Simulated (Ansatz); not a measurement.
# GeBH4+: functionals against CCSD(T) at one geometry

An exercise on one series of results from a longer session: the logs are not shown, and one member is left open.

The runs use Ansatz 0.2.0, Gaussian basis; single points in def2-TZVPP.

Cores are frozen in the correlated methods. Filled d shells of the heavier atoms are correlated. B3LYP uses VWN-RPA correlation.

## Where the work starts

SMILES `[BH2][GeH2+]`, 6 atoms, charge 1, spin multiplicity 1.

Atoms are counted from 1 here; the program's logs count them from 0.

Bond lengths: B1–Ge2 2.073 Å, B1–H3 1.218 Å, B1–H4 1.240 Å, Ge2–H5 1.553 Å, Ge2–H6 1.586 Å. Angles: Ge2–B1–H3 120.6°, Ge2–B1–H4 118.6°, H3–B1–H4 120.8°, B1–Ge2–H5 129.1°, B1–Ge2–H6 125.8°, H5–Ge2–H6 105.0°.

As a file:

```
B    -0.02360   -1.14550    0.09300
Ge    0.03690    0.91480   -0.12340
H    -1.08930   -1.73210    0.14560
H     1.04590   -1.76040    0.21560
H     0.08870    1.76270   -1.42330
H    -0.00860    1.97360    1.05710
```

Set-up of the first run:

The input, run/in.yaml:

```yaml
crystal:
  periodic: [false, false, false]
  atoms:
    - {symbol: B, position_ang: [-0.023600, -1.145500, 0.093000]}
    - {symbol: Ge, position_ang: [0.036900, 0.914800, -0.123400]}
    - {symbol: H, position_ang: [-1.089300, -1.732100, 0.145600]}
    - {symbol: H, position_ang: [1.045900, -1.760400, 0.215600]}
    - {symbol: H, position_ang: [0.088700, 1.762700, -1.423300]}
    - {symbol: H, position_ang: [-0.008600, 1.973600, 1.057100]}
basis:
  gaussian: {orbitals: def2-TZVPP}
total_charge: 1
correlation: {method: ccsd_t}
output: {forces: true}
```

No record of the launch command was kept for these runs.

Among the steps run: CCSD(T)/def2-TZVPP; PBE0-D4/def2-TZVPP; wB97M-V/def2-TZVPP; r2SCAN-D4/def2-TZVPP; PBE-D4/def2-TZVPP; BHLYP-D4/def2-TZVPP; B3LYP-D4/def2-TZVPP.

One of the session's tables, all rows but one given; the rest of the session is left out.

| method | RMS force component (eV/Å) | angle to CCSD(T) forces (°) |
| --- | --- | --- |
| CCSD(T) | 0.574 | reference |
| PBE0-D4 | ? | ? |
| wB97M-V | 0.597 | 4.3 |
| r2SCAN-D4 | 0.479 | 10.1 |
| PBE-D4 | 0.374 | 15.9 |
| BHLYP-D4 | 0.665 | 4.2 |
| B3LYP-D4 | 0.534 | 6.8 |

Q: Estimate the row for PBE0-D4 from the others.

As computed: RMS force component (eV/Å): 0.490; angle to CCSD(T) forces (°): 6.9. In the column «RMS force component (eV/Å)» it lies between r2SCAN-D4 (0.479) and B3LYP-D4 (0.534).
